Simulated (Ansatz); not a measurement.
# CH5BOSi (SMILES B[SiH2]C=O): a chain of runs

We compute a series of 17 runs (HF/STO-3G, UHF/STO-3G, HF/3-21G, UHF/3-21G, HF/6-31G*, UHF/6-31G*, B3LYP/6-31G*, PBE/def2-SVP, and more) of CH5BOSi. 

Program for the calculation: Ansatz 0.2.0.

## 1. The system as given

The species is CH5BOSi (9 atoms), meant as a singlet with charge 0. As SMILES, `B[SiH2]C=O`. The shape is that of a PBE0-D4/def2-TZVP optimisation. This is one conformer, not always the lowest. The run starts from this shape.

Bond lengths: B1–Si2 2.006 Å, Si2–C3 1.933 Å, C3–O4 1.202 Å, B1–H5 1.196 Å, B1–H6 1.194 Å, Si2–H7 1.484 Å, Si2–H8 1.495 Å, C3–H9 1.118 Å. Some angles: B1–Si2–C3 108.4°, Si2–C3–O4 123.6°, B1–Si2–H7 117.0°, B1–Si2–H8 106.3°, C3–Si2–H7 108.9°, C3–Si2–H8 105.6°, Si2–B1–H5 119.1°, Si2–B1–H6 123.0°, Si2–C3–H9 116.8°, O4–C3–H9 119.6°.

## 2. A geometry optimisation at HF/STO-3G (start density atoms) (run 1)

job.yaml reads:

```yaml
crystal:
  periodic: [false, false, false]
  atoms:
    - symbol: B
      position_ang: [-0.950100, 0.850000, -1.073100]
    - symbol: Si
      position_ang: [0.610800, -0.206000, -0.386500]
    - symbol: C
      position_ang: [0.330600, -0.553700, 1.494500]
    - symbol: O
      position_ang: [1.022800, -0.098400, 2.365800]
    - symbol: H
      position_ang: [-2.057600, 0.518200, -0.767000]
    - symbol: H
      position_ang: [-0.828800, 1.799400, -1.786900]
    - symbol: H
      position_ang: [1.958100, 0.387600, -0.570700]
    - symbol: H
      position_ang: [0.542000, -1.540900, -1.055900]
    - symbol: H
      position_ang: [-0.539200, -1.202400, 1.762900]
basis:
  gaussian: {orbitals: STO-3G}
output: {orbitals: {seedname: orbitals}}
hamiltonian: {xc: hf}
relax: {f_tol: 0.002}
```

Launch:

```
$ ansatz run job.yaml --threads 1 --pin off --max-ram 3480MiB --events-out events.jsonl --progress --plain --runs-dir runs
```

Log:

```text
Warning: RAYON_NUM_THREADS=1 ignored (pool sized by the plan → 1); use --threads N
The last accepted step is kept in runs//last_step.txt (removed where the run ends without a failure and the disk answers)
[... 162 lines left out ...]
Total energy: -11539.73235849 eV, -424.0773422628 hartree
[... 9 lines left out ...]
Dipole moment:    -0.189464    -0.063070    -0.342136 e Å
```

It took 24 s on 1 thread of Intel Xeon Platinum 8259CL at 2.50GHz (Skylake/Cascade Lake), shared host; peak memory 0.15 GiB.

Steps, from the record of the run:

```tsv
step	energy from the first frame kept (eV)	largest force (eV/Å)
1	0.0000	2.7063
2	-0.2137	0.6366
3	-0.0584	2.7698
4	-0.2347	0.2562
5	-0.2337	0.3519
6	-0.2389	0.0913
7	-0.2402	0.0154
8	-0.2404	0.0515
9	-0.2406	0.0551
10	-0.2408	0.1451
11	-0.2411	0.0733
12	-0.2411	0.0674
13	-0.2413	0.0519
14	-0.2416	0.0126
15	-0.2417	0.0638
16	-0.2418	0.0360
17	-0.2420	0.0228
18	-0.2420	0.0259
19	-0.2421	0.0224
20	-0.2421	0.0214
21	-0.2421	0.0145
22	-0.2421	0.0108
23	-0.2421	0.0016
24	-0.2421	0.0025
```

After the run. Bond lengths: B1–Si2 1.965 Å, Si2–C3 1.893 Å, C3–O4 1.223 Å, B1–H5 1.161 Å, B1–H6 1.160 Å, Si2–H7 1.424 Å, Si2–H8 1.426 Å, C3–H9 1.108 Å. Some angles: B1–Si2–C3 111.6°, Si2–C3–O4 125.7°, B1–Si2–H7 112.3°, B1–Si2–H8 108.4°, C3–Si2–H7 108.8°, C3–Si2–H8 107.0°, Si2–B1–H5 121.7°, Si2–B1–H6 121.1°, Si2–C3–H9 116.0°, O4–C3–H9 118.4°.

## 3. Vibrational wavenumbers at HF/STO-3G (start density atoms) (run 2)

run.yaml reads:

```yaml
basis:
  gaussian:
    orbitals: STO-3G
crystal:
  periodic: [false, false, false]
  atoms:
    - {symbol: B, position_ang: [-0.940563, 0.843213, -1.071976]}
    - {symbol: Si, position_ang: [0.567564, -0.194100, -0.357333]}
    - {symbol: C, position_ang: [0.329387, -0.597964, 1.476209]}
    - {symbol: O, position_ang: [1.008259, -0.163069, 2.396323]}
    - {symbol: H, position_ang: [-1.992679, 0.805779, -0.583605]}
    - {symbol: H, position_ang: [-0.818889, 1.503788, -2.018312]}
    - {symbol: H, position_ang: [1.811217, 0.479030, -0.521199]}
    - {symbol: H, position_ang: [0.629185, -1.436854, -1.054060]}
    - {symbol: H, position_ang: [-0.504879, -1.286023, 1.717053]}
hamiltonian:
  xc: hf
phonons:
  temperatures: {t_min: 298.15, t_max: 298.15, t_step: 1}
```

Launch:

```
$ ansatz run run.yaml --threads 1 --pin off --max-ram 3480MiB --events-out events.jsonl --progress --plain --runs-dir runs
```

Log:

```text
Warning: RAYON_NUM_THREADS=1 ignored (pool sized by the plan → 1); use --threads N
[... 295 lines left out ...]
Total energy: -11539.73239507 eV, -424.0773436071 hartree
[... 9 lines left out ...]
Dipole moment:    -0.189466    -0.063071    -0.342135 e Å
Vibrations: 52.22 76.64 219.78 373.71 559.14 739.51 783.86 838.82 921.75 986.81 1066.58 1109.83 1207.13 1510.53 1630.30 2065.49 2865.54 2903.35 3172.81 3319.85 3461.79 cm⁻¹, zero-point energy 1.851422 eV
```

It took 30 s on 1 thread of Intel Xeon Platinum 8259CL at 2.50GHz (Skylake/Cascade Lake), shared host; peak memory 0.096 GiB.

## 4. The doublet cation: a single-point energy at UHF/STO-3G (start density atoms) (run 3)

molecule.yaml reads:

```yaml
crystal:
  periodic: [false, false, false]
  atoms:
    - {symbol: B, position_ang: [-0.940563, 0.843213, -1.071976]}
    - {symbol: Si, position_ang: [0.567564, -0.194100, -0.357333]}
    - {symbol: C, position_ang: [0.329387, -0.597964, 1.476209]}
    - {symbol: O, position_ang: [1.008259, -0.163069, 2.396323]}
    - {symbol: H, position_ang: [-1.992679, 0.805779, -0.583605]}
    - {symbol: H, position_ang: [-0.818889, 1.503788, -2.018312]}
    - {symbol: H, position_ang: [1.811217, 0.479030, -0.521199]}
    - {symbol: H, position_ang: [0.629185, -1.436854, -1.054060]}
    - {symbol: H, position_ang: [-0.504879, -1.286023, 1.717053]}
basis:
  gaussian:
    orbitals: STO-3G
magnetization:
  spin_polarized: true
  initial_magnetization: 1
hamiltonian:
  xc: hf
total_charge: 1
```

Launch:

```
$ ansatz run molecule.yaml --threads 1 --pin off --max-ram 3480MiB --events-out events.jsonl --progress --plain --runs-dir runs
```

Log:

```text
Warning: RAYON_NUM_THREADS=1 ignored (pool sized by the plan → 1); use --threads N
Functional definition: HF
  name "HF"
  exchange = exact_x
  correlation = 0
368 factors; integrals over basis functions are off by at most 6.3e-5 eV
mean field evaluation 1: about -11525.7515 eV, gradient 2.8e1 eV
mean field evaluation 2: about -11525.8192 eV, gradient 2.8e1 eV
mean field evaluation 4: about -11532.8854 eV, gradient 6.3e0 eV
mean field evaluation 8: about -11534.1133 eV, gradient 4.8e-1 eV
mean field evaluation 16: about -11534.1269 eV, gradient 2.5e-5 eV
mean field evaluation 32: about -11527.4675 eV, gradient 3.3e1 eV
mean field -11534.12686226 eV, -423.8713440760 hartree, gradient 2.5e-5 eV, S^2 0.824154; 0 other end points of the search recorded, 0 dependent functions left out
reference -11534.12686226 eV, -423.8713440760 hartree; 19, 18 occupied and 10, 11 virtual orbitals, 368 factors
Total energy: -11534.12686226 eV, -423.8713440760 hartree
```

Run time: 0.44 s. Hardware: 1 thread of Intel Xeon Platinum 8259CL at 2.50GHz (Skylake/Cascade Lake), shared host; peak memory 0.087 GiB.

Runs 4 to 16 aren't shown in full; the table further down has their settings and results.

## 5. A geometry optimisation at MP2/6-31G(d) (Cartesian functions, start density atoms) (run 17)

molecule.yaml reads:

```yaml
basis:
  gaussian:
    orbitals: "6-31G*"
crystal:
  periodic: [false, false, false]
  atoms:
    - {symbol: B, position_ang: [-0.950100, 0.850000, -1.073100]}
    - {symbol: Si, position_ang: [0.610800, -0.206000, -0.386500]}
    - {symbol: C, position_ang: [0.330600, -0.553700, 1.494500]}
    - {symbol: O, position_ang: [1.022800, -0.098400, 2.365800]}
    - {symbol: H, position_ang: [-2.057600, 0.518200, -0.767000]}
    - {symbol: H, position_ang: [-0.828800, 1.799400, -1.786900]}
    - {symbol: H, position_ang: [1.958100, 0.387600, -0.570700]}
    - {symbol: H, position_ang: [0.542000, -1.540900, -1.055900]}
    - {symbol: H, position_ang: [-0.539200, -1.202400, 1.762900]}
correlation:
  method: mp2
relax:
  f_tol: 0.002
output: {orbitals: {seedname: orbitals}}
```

Launch:

```
$ ansatz run molecule.yaml --threads 1 --pin off --max-ram 3480MiB --events-out events.jsonl --progress --plain --runs-dir runs
```

Log:

```text
Warning: RAYON_NUM_THREADS=1 ignored (pool sized by the plan → 1); use --threads N
[... 1 set-up line as earlier in the session ...]
[... 53 lines left out ...]
8 core orbitals not correlated: weight in the atoms' cores, before any rotation towards them, 1.000 or more for the frozen orbitals, at most 0.000 for the correlated occupied ones
[... 49 lines left out ...]
8 core orbitals not correlated: weight in the atoms' cores, before any rotation 
[... 47 lines left out ...]
8 core orbitals not correlated: weight in the atoms' cores, before any rotation towards them, 1.000 or more for the frozen orbitals, at most 0.000 for the correlated occupied ones
[... 48 lines left out ...]
8 core orbitals not correlated: weight in the atoms' cores, before any rotation towards them, 1.000 or more for the frozen orbitals, at most 0.000 for the correlated occupied ones
[... 2 lines left out ...]
the calculation of the forces begins
```

It took 3.9 min on 1 thread of Intel Xeon Platinum 8259CL at 2.50GHz (Skylake/Cascade Lake), shared host.

Time ran out before the run finished.

## 6. Overview of the runs

```tsv
run	level	task	walk f tol	partner	energy (Eh)	dipole moment (D)	wall time
1	HF/STO-3G (start density atoms)	optimise	0.002	base	-424.077342	1.90	24 s
2	HF/STO-3G (start density atoms)	frequencies	–	base	-424.077344	1.90	30 s
3	UHF/STO-3G (start density atoms)	energy	–	cation	-423.871344	–	0.44 s
4	UHF/STO-3G (start density atoms)	optimise	–	cation	-423.884723	–	14 s
5	HF/3-21G (start density atoms)	optimise	0.002	base	-426.863968	2.53	68 s
6	HF/3-21G (start density atoms)	frequencies	–	base	-426.863967	2.53	35 s
7	UHF/3-21G (start density atoms)	energy	–	cation	-426.565918	–	1.1 s
8	UHF/3-21G (start density atoms)	optimise	–	cation	-426.576134	–	48 s
9	HF/6-31G* (Cartesian functions, start density atoms)	optimise	0.002	base	-429.177562	2.76	69 s
10	HF/6-31G* (Cartesian functions, start density atoms)	frequencies	–	base	-429.177562	2.76	81 s
11	UHF/6-31G* (Cartesian functions, start density atoms)	energy	–	cation	-428.875182	–	2.7 s
12	UHF/6-31G* (Cartesian functions, start density atoms)	optimise	–	cation	-428.885475	–	40 s
13	B3LYP/6-31G* (Cartesian functions, start density atoms)	optimise	0.002	base	-430.614607	2.13	2.3 min
14	B3LYP/6-31G* (Cartesian functions, start density atoms)	frequencies	–	base	-430.614607	2.13	2.2 min
15	PBE/def2-SVP (start density atoms)	optimise	0.002	base	-430.076129	1.60	63 s
16	PBE/def2-SVP (start density atoms)	frequencies	–	base	-430.076129	1.60	79 s
17	MP2/6-31G* (Cartesian functions, start density atoms)	optimise	0.002	base	timeout	–	3.9 min
```

## 7. Outcome

| quantity | value |
| --- | --- |
| run 16, PBE/def2-SVP: total energy | -430.07613 Eh |
| run 16, PBE/def2-SVP: dipole moment | 1.60 D |
| run 16, PBE/def2-SVP: largest force on an atom | 0.001 eV/Å |
| run 16, PBE/def2-SVP: lowest harmonic wavenumber | 56 cm⁻¹ |
| run 16, PBE/def2-SVP: highest harmonic wavenumber | 2725 cm⁻¹ |
| run 16, PBE/def2-SVP: zero-point energy | 138.7 kJ/mol |
| vertical ionisation energy (to the doublet cation), HF/STO-3G | 5.606 eV |
| vertical ionisation energy (to the doublet cation), HF/3-21G | 8.110 eV |
| vertical ionisation energy (to the doublet cation), HF/6-31G* | 8.228 eV |
| adiabatic ionisation energy (to the doublet cation, no zero-point term), HF/STO-3G | 5.241 eV |
| adiabatic ionisation energy (to the doublet cation, no zero-point term), HF/3-21G | 7.832 eV |
| adiabatic ionisation energy (to the doublet cation, no zero-point term), HF/6-31G* | 7.948 eV |

**Reading.** At HF/STO-3G: removing an electron at fixed nuclei costs 5.61 eV (541 kJ/mol). In a minimal basis such a difference can be off by several eV, whatever the method. At HF/3-21G: removing an electron at fixed nuclei costs 8.11 eV (783 kJ/mol). At HF/6-31G*: the vertical ionisation energy comes to 8.23 eV (794 kJ/mol). At HF/STO-3G: the adiabatic ionisation energy (to the doublet cation, no zero-point term) is 5.24 eV (506 kJ/mol). At HF/3-21G: the adiabatic ionisation energy (to the doublet cation, no zero-point term) is 7.83 eV (756 kJ/mol). Totals of different functionals can't be ranked against each other. In runs 1, 2, 3, 4 the basis is minimal, so the values are rough. All runs together took 18 min, the longest 3.9 min. 1 of the 17 runs did not end normally.
